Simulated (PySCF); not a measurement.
Runs of PySCF 2.14.0 on C2GaFClH. The cell holds a molecule in a box, 6 atoms: a = 14.000 Å, b = 12.000 Å, c = 14.000 Å, α = 90.00°, β = 90.00°, γ = 90.00°. 

```csv
task,level,three-body dispersion term,conv_tol,grid for exchange and correlation,frozen core bands,exxdiv,gap on the mesh (eV)
atomic charges,MN15-L+D3,no,1e-07 Ha,"Becke, atom-centred",-,-,(a)
MP2 correlation energy,HF,-,1e-08 Ha,-,17,ewald,13.59
atomic charges,M06+D4,yes,1e-07 Ha,"Becke, atom-centred",-,ewald,7.11
atomic charges,HCTH407,-,1e-07 Ha,"Becke, atom-centred",-,-,5.27
```

Alike in all rows: potentials or basis pob-tzvp-rev2 (all-electron); no spin polarisation; cell as given; k mesh 1 × 1 × 1; smearing fixed.

Task: Estimate the missing entries.

Result: (a) 5.76.

Caveats: this is a molecule in a periodic box at the Γ point, so its band gap is the HOMO-LUMO gap; relativity is left out, which matters for the heavier elements; the basis of atomic orbitals isn't converged, which shifts pressures, moduli and gaps; the basis is small and the box finite, so much correlation energy is missing and levels can be off by tenths of an eV (some runs).

A k mesh can miss the band edges, and the runs leave out spin-orbit coupling on Ga.

Runs at the PBE level aren't shown here.
